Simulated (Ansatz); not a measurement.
# SiRh3 (I4/mmm) in Ansatz: convergence with k mesh

Aim: find how far k mesh must go before the results for SiRh3 settle, at r2SCAN. This setting moves, with any that are tied to it; all else stays.

All numbers are computed with Ansatz 0.2.0; they aren't measurements. Logs are shortened: lines on timing, memory, paths and dates and some standing lists are left out, and cuts for length are marked.

**1. The crystal as given**

The structure is tetragonal, space group I4/mmm (No. 139). Conventional cell: a = 3.867 Å, b = 3.867 Å, c = 7.339 Å, α = 90.00°, β = 90.00°, γ = 90.00°. Around Rh (site symmetry 4/mmm) lie 8 Rh at 2.67 Å and 4 Si at 2.73 Å. Around Rh (site symmetry -4m2) lie 8 Rh at 2.67 to 2.73 Å and 4 Si at 2.67 Å. Si (site symmetry 4/mmm) has 12 Rh at 2.67 to 2.73 Å as nearest neighbours.

The cell comes from a database or a generator and needn't be the stable form of this composition.

**2. With k mesh 3 × 3 × 3**

The input, input.yaml:

```yaml
crystal:
  lattice:
    - [-1.933568, 1.933568, 3.669344]
    - [1.933568, -1.933568, 3.669344]
    - [1.933568, 1.933568, -3.669344]
  atoms:
    - { symbol: Rh, position: [0.5, 0.5, 0.0] }
    - { symbol: Rh, position: [0.25, 0.75, 0.5] }
    - { symbol: Rh, position: [0.75, 0.25, 0.5] }
    - { symbol: Si, position: [0.0, 0.0, 0.0] }
hamiltonian:
  xc: r2scan
  pseudopotentials: { kind: paw, source: jth }
kpoints:
  mp_grid: { grid: [3, 3, 3] }
scf:
  occupations: { method: cold, width: 0.05 }
output:
  forces: true
  stress: true
  eigenvalues: true
```

Potentials or basis: JTH PAW.

On the command line:

```sh
ansatz run input.yaml --threads 2 --pin off --max-ram 5632MiB --backend cpu --events-out ev --progress --plain --runs-dir out
```

Standard output:

```text
Warning: the checks of this Rh dataset prove no rule for summing its radial tables, as where they were carried onto another mesh than they were made on, and Gregory's rule is taken, under which a leading mesh point left out moves its sums only by what lay on the interval it spanned. That does not make them correct, and they differ from Quantum ESPRESSO's on this file; a re-export a fraction of a mesh step off can move them. hamiltonian.pseudopotentials.radial_quadrature: simpson_from_first_knot sums it by `pw.x`'s rule; on a PAW file no value gives `pw.x`'s numbers. What more to know: hamiltonian.pseudopotentials.radial_quadrature, in the input reference
Warning: the checks of this Si dataset prove no rule for summing its radial tables, as where they were carried onto another mesh than they were made on, and Gregory's rule is taken, under which a leading mesh point left out moves its sums only by what lay on the interval it spanned. That does not make them correct, and they differ from Quantum ESPRESSO's on this file; a re-export a fraction of a mesh step off can move them. hamiltonian.pseudopotentials.radial_quadrature: simpson_from_first_knot sums it by `pw.x`'s rule; on a PAW file no value gives `pw.x`'s numbers. What more to know: hamiltonian.pseudopotentials.radial_quadrature, in the input reference
Warning: RAYON_NUM_THREADS=2 ignored (pool sized by the plan → 2); use --threads N
Engine: ansatz 0.2.0, aarch64-unknown-linux-gnu
Pseudopotentials: kind: paw
Pseudopotential: Rh, paw, valence charge 17, recommended cutoff 2100 eV (normal), Rh.paw.azcp
Pseudopotential: Si, paw, valence charge 4, recommended cutoff 390 eV (normal), Si.paw.azcp
Functional definition: r2SCAN
  parameter k0 = 0.174
  parameter k1 = 0.065
  parameter a1 = 4.9479
  exchange = r2scan_x(k0 = k0, k1 = k1, a1 = a1)
  correlation = r2scan_c
Crystal: 4 atoms, lattice volume = 54.874 Å³
Basis set: ecut = 2100 eV, 12023 PW (Γ), exchange–correlation on 360×360×360 points (64 copies of the dense FFT grid, shifted against one another)
Bands: 33, of which v1, the nominal top of the filled ones, is band 28 counted from 1 (27 counted from 0)
Symmetry: 16 space group operations
Space group: I4/mmm (ITA 139), of the structure as read, at distance tolerance 3.8e-5 Å
k-points: 6 of 27
Non-local potential: Rh, projectors of the file, l = 0: 2, l = 1: 2, l = 2: 2
Non-local potential: Si, projectors of the file, l = 0: 2, l = 1: 2
PAW form: soft (Blöchl's): semilocal exchange-correlation on the pseudo side does not see the compensation charge
PAW frozen core: Rh, regenerated for the run's functional (the file was generated under x = pbe(κ = 0.804, μ = 0.2195149727645171), c = pbe(β = 0.06672455060314922))
PAW frozen core: Si, regenerated for the run's functional (the file was generated under x = pbe(κ = 0.804, μ = 0.2195149727645171), c = pbe(β = 0.06672455060314922))
PAW one-centre angular grid: Rh, 590 points (default); XC on 160 Gauss nodes
PAW one-centre angular grid: Si, 302 points (default); XC on 160 Gauss nodes
Initial density: superposition of atomic densities (chi_scale 0.1, normalization cell, long waves kept (reshape's long-wave potential 0.00 eV rms))
Initial wavefunctions: pseudopotential atomic-orbital guess
Functional: x = r2scan, c = r2scan; τ floored in thin density (d = 2e-4 eV/Å³)
SCF iter   1: F=—  HF=-19869.525406 eV  |F-HF|=—  |Δ(HF+E_count)|=         —  Δρ=9.06e-2  dr2=4.67e0  dr2_τ=1.42e-1  ethr=3.10e-3  ⟨swp⟩=11.7  Hψ=1254  notcnv=0
preconditioner: auto → Kerker (q_TF=auto, 2.729 Å⁻¹)  [metal: Δε(μ)=0.038 eV  Ē_g=6.659 eV  σ=0.050 eV  W_gap=0.40  n_scr=14 (ndim 8)  ℏωp=27.9 eV  f_vac=0.002  D(μ)=11.08/eV (n_scr^D=202)]
SCF iter   2: F=—  HF=-19868.479897 eV  |F-HF|=—  |Δ(HF+E_count)|=    1.05e0  S|Δr|=    0.00e0  Δρ=2.91e-2  dr2=3.62e-1  dr2_τ=4.01e-2  ethr=3.10e-3  ⟨swp⟩=2.5  Hψ=385  notcnv=0  defer=5
SCF iter   3: F=—  HF=-19868.519054 eV  |F-HF|=—  |Δ(HF+E_count)|=   3.92e-2  S|Δr|=    0.00e0  Δρ=1.45e-2  dr2=9.07e-2  dr2_τ=1.70e-3  ethr=6.59e-4  ⟨swp⟩=2.0  Hψ=219  notcnv=0  defer=5
SCF iter   4: F=—  HF=-19868.525517 eV  |F-HF|=—  |Δ(HF+E_count)|=   6.46e-3  S|Δr|=    0.00e0  Δρ=5.31e-3  dr2=2.18e-2  dr2_τ=1.24e-3  ethr=1.65e-4  ⟨swp⟩=2.7  Hψ=306  notcnv=0  defer=5
SCF iter   5: F=—  HF=-19868.523690 eV  |F-HF|=—  |Δ(HF+E_count)|=   1.83e-3  S|Δr|=    0.00e0  Δρ=3.29e-3  dr2=9.13e-3  dr2_τ=5.38e-4  ethr=3.97e-5  ⟨swp⟩=2.0  Hψ=279  notcnv=0  defer=5
SCF iter   6: F=—  HF=-19868.522847 eV  |F-HF|=—  |Δ(HF+E_count)|=   8.42e-4  S|Δr|=    0.00e0  Δρ=9.18e-4  dr2=4.27e-4  dr2_τ=4.37e-5  ethr=1.66e-5  ⟨swp⟩=3.2  Hψ=314  notcnv=0  defer=5
SCF iter   7: F=—  HF=-19868.523397 eV  |F-HF|=—  |Δ(HF+E_count)|=   5.50e-4  S|Δr|=    0.00e0  Δρ=2.50e-4  dr2=3.15e-5  dr2_τ=1.29e-5  ethr=7.76e-7  ⟨swp⟩=4.7  Hψ=462  notcnv=0  defer=5
SCF iter   8: F=—  HF=-19868.524115 eV  |F-HF|=—  |Δ(HF+E_count)|=   7.18e-4  S|Δr|=    0.00e0  Δρ=2.31e-4  dr2=1.46e-5  dr2_τ=2.17e-5  ethr=5.73e-8  ⟨swp⟩=5.2  Hψ=606  notcnv=0  defer=5
SCF iter   9: F=—  HF=-19868.524402 eV  |F-HF|=—  |Δ(HF+E_count)|=   2.87e-4  S|Δr|=    0.00e0  Δρ=1.29e-4  dr2=5.38e-6  dr2_τ=1.44e-5  ethr=2.66e-8  ⟨swp⟩=4.3  Hψ=429  notcnv=0  defer=5
SCF iter  10: F=—  HF=-19868.524376 eV  |F-HF|=—  |Δ(HF+E_count)|=   2.67e-5  S|Δr|=    0.00e0  Δρ=7.26e-5  dr2=1.52e-6  dr2_τ=2.29e-6  ethr=9.78e-9  ⟨swp⟩=4.3  Hψ=486  notcnv=0  defer=5
SCF iter  11: F=—  HF=-19868.524386 eV  |F-HF|=—  |Δ(HF+E_count)|=   1.08e-5  S|Δr|=    0.00e0  Δρ=9.19e-5  dr2=9.41e-7  dr2_τ=6.46e-6  ethr=2.76e-9  ⟨swp⟩=5.0  Hψ=538  notcnv=0  defer=5
SCF iter  12: F=—  HF=-19868.524379 eV  |F-HF|=—  |Δ(HF+E_count)|=   7.81e-6  S|Δr|=    0.00e0  Δρ=5.69e-5  dr2=3.79e-7  dr2_τ=9.11e-8  ethr=1.71e-9  ⟨swp⟩=4.0  Hψ=319  notcnv=0  defer=5
SCF iter  13: F=-19868.524373 eV  HF=-19868.524373 eV  |F-HF|=4.43e-7  |Δ(HF+E_count)|=   5.61e-6  S|Δr|=    0.00e0  Δρ=1.32e-5  dr2=2.49e-8  dr2_τ=3.17e-8  ethr=1.82e-10  ⟨swp⟩=14.3  Hψ=1521  notcnv=0
SCF 1 converged in 13 iterations: F = -19868.524373 eV  dr2 = 2.49e-8
SCF converged after 13 iterations
Stability not checked: this state was not tested for a lower state beside it, because cold or Methfessel-Paxton smearing, or corrected tetrahedra, fill the levels in a way that the test cannot read (fill_not_monotonic; see scf.lower_state_search)
Free energy (F): -19868.524373 eV
Harris-Foulkes:  -19868.524373 eV  (|F-HF|=4.43e-7)
Internal energy: -19868.522064 eV  (E = F + TS)
E sigma→0 (E₀):  -19868.523603 eV
Entropy (-TS):   -0.002309 eV (-0.577 meV/atom)
Fermi energy:    20.032944 eV
--- Per-component energies (eV) ---
  E_band       = -367.371234
  E_kinetic    = 1277.064222
  E_local      = -6583.760408  (includes V_loc(G=0)·N_el)
  E_nonlocal   = 2461.965536
  E_hartree    = 1978.176426
  E_xc         = -465.128250
  E_vxc        = -658.601101  (∫ρ·V_xc dr)
  E_paw        = -11412.852845  (= ΣΔE_a)
  E_vpaw       = -871.886702  (= ΣTr[D̂ρ^β])
  E_aug_tail   = 0.000057  (compensation charges beyond the density's cutoff)
  E_vtau       = 51.497498  (kinetic-family band-sum trace: ∫τ·v_τ [+ j·A + Jᵃ·Aᵃ] dr)
  E_ewald      = -7122.802909
  E_core_change = -1.183893  (= ΣΔE_core)
  E_smearing   = -0.002309  (= −TS)
  E_closure    = 0.000000  (closes the sum)
  Σ components = -19868.524373   (vs F -19868.524373, Δ=0.00e0)
--- Forces (eV/Å), atoms counted from 1 ---
  atom   1  Rh     0.00000000     0.00000000     0.00000000
  atom   2  Rh     0.00000000    -0.00000000     0.00000000
  atom   3  Rh     0.00000000    -0.00000000     0.00000000
  atom   4  Si    -0.00000000     0.00000000     0.00000000
  max |Σ_I F_I| component: 9.02e-17 eV/Å
--- Stress (GPa, compression-positive) ---
       -6.245989       0.000000       0.000000
        0.000000      -6.245989      -0.000000
        0.000000       0.000000      -8.040885
  P = ⅓ Tr σ = -6.8443 GPa (-68.443 kbar)
--- Band table (eV; the first three rows and the last of 6) ---
  k-point 0: bands = ["-61.0570", "-60.9417", "-60.9194", "-28.4056", "-28.2289", "-28.2289", "-28.1245", "-28.1245", "-28.0921", "-27.8672", "-27.8434", "-27.8434", "8.6395", "13.9326", "14.0468", "14.5242", "14.8151", "14.8151", "16.2829", "16.3567", "16.3567", "18.1987", "18.7652", "18.9044", "19.1158", "19.1158", "19.5134", "20.5120", "20.8353", "23.1441", "23.8253", "23.8253", "27.1609"]
  k-point 1: bands = ["-61.0093", "-60.9667", "-60.9416", "-28.4363", "-28.3133", "-28.2066", "-28.1626", "-28.0390", "-27.9671", "-27.9221", "-27.9061", "-27.8305", "10.2911", "13.0655", "15.0693", "15.1191", "15.2595", "15.8023", "16.0728", "16.4003", "16.6873", "16.8950", "17.4790", "18.1659", "18.1809", "18.5982", "18.9765", "20.2433", "21.1634", "21.5289", "21.9702", "24.4194", "26.1012"]
  k-point 2: bands = ["-61.0245", "-60.9600", "-60.9336", "-28.3669", "-28.2530", "-28.2204", "-28.1339", "-28.0874", "-28.0168", "-27.9485", "-27.8899", "-27.8588", "9.9262", "13.7579", "14.1601", "14.3713", "15.2521", "15.4517", "15.7729", "16.5928", "16.6664", "17.1577", "17.5056", "18.2447", "18.7563", "18.8338", "19.0441", "20.0906", "21.0439", "22.1950", "23.4559", "24.6395", "25.8033"]
  k-point 5: bands = ["-60.9922", "-60.9799", "-60.9461", "-28.3026", "-28.2799", "-28.2460", "-28.1522", "-28.0832", "-27.9905", "-27.9265", "-27.9107", "-27.8847", "10.6051", "13.7144", "13.7331", "14.8482", "14.9603", "15.1288", "15.7103", "16.1401", "17.2662", "17.6768", "17.8760", "17.9941", "18.0222", "18.8445", "18.9559", "20.0567", "20.2477", "20.3439", "22.6903", "26.2065", "27.0812"]
```

Run time: 24 s. Hardware: 2 threads of Arm Neoverse V2, shared host; peak memory 3.7 GiB.

Results:

* Free energy: -19868.5244 eV
* Pressure: -6.8 GPa
* Band gap on the k mesh: none (metal or under the smearing width)

**3. With k mesh 4 × 4 × 4**

Changes to input.yaml since step 2:

```diff
@@ -14,3 +14,3 @@
 kpoints:
-  mp_grid: { grid: [3, 3, 3] }
+  mp_grid: { grid: [4, 4, 4] }
 scf:
```

Potentials or basis: JTH PAW.

On the command line:

```sh
ansatz run input.yaml --threads 2 --pin off --max-ram 5632MiB --backend cpu --events-out ev --progress --plain --runs-dir out
```

It took 30 s on 2 threads of Arm Neoverse V2, shared host; peak memory 3.8 GiB.

What came out:

| Item | Value |
| --- | --- |
| Free energy | -19868.6068 eV |
| Pressure | -7.6 GPa |
| Band gap on the k mesh | none (metal or under the smearing width) |

**4. With k mesh 5 × 5 × 5**

Changes to input.yaml since step 3:

```diff
@@ -14,3 +14,3 @@
 kpoints:
-  mp_grid: { grid: [4, 4, 4] }
+  mp_grid: { grid: [5, 5, 5] }
 scf:
```

On the command line:

```sh
ansatz run input.yaml --threads 2 --pin off --max-ram 5632MiB --backend cpu --events-out ev --progress --plain --runs-dir out
```

Run time: 36 s. Hardware: 2 threads of Arm Neoverse V2, shared host; peak memory 3.9 GiB.

What came out:

| Item | Value |
| --- | --- |
| Free energy | -19868.5331 eV |
| Pressure | -7.2 GPa |
| Band gap on the k mesh | none (metal or under the smearing width) |

**5. With k mesh 6 × 6 × 6**

Changes to input.yaml since step 4:

```diff
@@ -14,3 +14,3 @@
 kpoints:
-  mp_grid: { grid: [5, 5, 5] }
+  mp_grid: { grid: [6, 6, 6] }
 scf:
```

On the command line:

```sh
ansatz run input.yaml --threads 2 --pin off --max-ram 5632MiB --backend cpu --events-out ev --progress --plain --runs-dir out
```

Run time: 57 s. Hardware: 2 threads of Arm Neoverse V2, shared host; peak memory 4.1 GiB.

Results:

```
Free energy            : -19868.5363 eV
Pressure               : -7.3 GPa
Band gap on the k mesh : none (metal or under the smearing width)
```

**6. With k mesh 7 × 7 × 7**

Changes to input.yaml since step 5:

```diff
@@ -14,3 +14,3 @@
 kpoints:
-  mp_grid: { grid: [6, 6, 6] }
+  mp_grid: { grid: [7, 7, 7] }
 scf:
```

Potentials or basis: JTH PAW.

On the command line:

```sh
ansatz run input.yaml --threads 2 --pin off --max-ram 5632MiB --backend cpu --events-out ev --progress --plain --runs-dir out
```

It took 69 s on 2 threads of Arm Neoverse V2, shared host; peak memory 4.2 GiB.

It converged, with:

| Item | Value |
| --- | --- |
| Free energy | -19868.5212 eV |
| Pressure | -7.2 GPa |
| Band gap on the k mesh | none (metal or under the smearing width) |

**7. With k mesh 9 × 9 × 9**

Changes to input.yaml since step 6:

```diff
@@ -14,3 +14,3 @@
 kpoints:
-  mp_grid: { grid: [7, 7, 7] }
+  mp_grid: { grid: [9, 9, 9] }
 scf:
```

On the command line:

```sh
ansatz run input.yaml --threads 2 --pin off --max-ram 5632MiB --backend cpu --events-out ev --progress --plain --runs-dir out
```

It took 2 min on 2 threads of Arm Neoverse V2, shared host; peak memory 4.5 GiB.

The run converged. Its results:

| Property | Result |
| --- | --- |
| Free energy | -19868.5357 eV |
| Pressure | -7.2 GPa |
| Band gap on the k mesh | none (metal or under the smearing width) |

**8. With k mesh 11 × 11 × 11**

Changes to input.yaml since step 7:

```diff
@@ -14,3 +14,3 @@
 kpoints:
-  mp_grid: { grid: [9, 9, 9] }
+  mp_grid: { grid: [11, 11, 11] }
 scf:
```

On the command line:

```sh
ansatz run input.yaml --threads 2 --pin off --max-ram 5632MiB --backend cpu --events-out ev --progress --plain --runs-dir out
```

It took 3.2 min on 2 threads of Arm Neoverse V2, shared host; peak memory 4.9 GiB.

The run converged. Its results:

```yaml
Free_energy: -19868.5374 eV
Pressure: -7.2 GPa
Band_gap_on_the_k_mesh: none (metal or under the smearing width)
```

**9. With k mesh 13 × 13 × 13**

Changes to input.yaml since step 8:

```diff
@@ -14,3 +14,3 @@
 kpoints:
-  mp_grid: { grid: [11, 11, 11] }
+  mp_grid: { grid: [13, 13, 13] }
 scf:
```

Potentials or basis: JTH PAW.

On the command line:

```sh
ansatz run input.yaml --threads 2 --pin off --max-ram 5632MiB --backend cpu --events-out ev --progress --plain --runs-dir out
```

Wall time 4.8 min (2 threads of Arm Neoverse V2, shared host); peak memory 4.9 GiB.

Results (log left out):

* Free energy: -19868.5361 eV
* Pressure: -7.2 GPa
* Band gap on the k mesh: none (metal or under the smearing width)

**10. With k mesh 16 × 16 × 16**

Changes to input.yaml since step 9:

```diff
@@ -14,3 +14,3 @@
 kpoints:
-  mp_grid: { grid: [13, 13, 13] }
+  mp_grid: { grid: [16, 16, 16] }
 scf:
```

On the command line:

```sh
ansatz run input.yaml --threads 2 --pin off --max-ram 5632MiB --backend cpu --events-out ev --progress --plain --runs-dir out
```

Run time: 9.4 min. Hardware: 2 threads of Arm Neoverse V2, shared host.

The calculation hadn't finished when its time ran out.

**11. Result**

| k mesh | energy less the tightest run, at zero smearing (meV/atom) | pressure (GPa) | SCF cycles | CPU time (s) | peak memory (GiB) |
| --- | --- | --- | --- | --- | --- |
| 3 × 3 × 3 | 3.08 | -6.84 | 13 | 48 | 3.7 |
| 4 × 4 × 4 | -17.81 | -7.61 | 10 | 59 | 3.8 |
| 5 × 5 × 5 | 0.91 | -7.20 | 10 | 71 | 3.9 |
| 6 × 6 × 6 | 0.10 | -7.27 | 11 | 110 | 4.1 |
| 7 × 7 × 7 | 3.91 | -7.16 | 12 | 140 | 4.2 |
| 9 × 9 × 9 | 0.11 | -7.20 | 12 | 240 | 4.5 |
| 11 × 11 × 11 | -0.28 | -7.23 | 12 | 380 | 4.9 |
| 13 × 13 × 13 | 0.00 | -7.23 | 12 | 580 | 4.9 |
| 16 × 16 × 16 | timed out after 560 s | - | - | - | - |

Against the tightest run, the energy stays within 1 meV/atom from 9 × 9 × 9 on; the pressure stays within 0.1 GPa from 5 × 5 × 5 on. Meshes of other sizes hit other points, so gaps and Fermi surfaces needn't settle smoothly. The tightest run that finished is the yardstick and may itself not be fully converged.
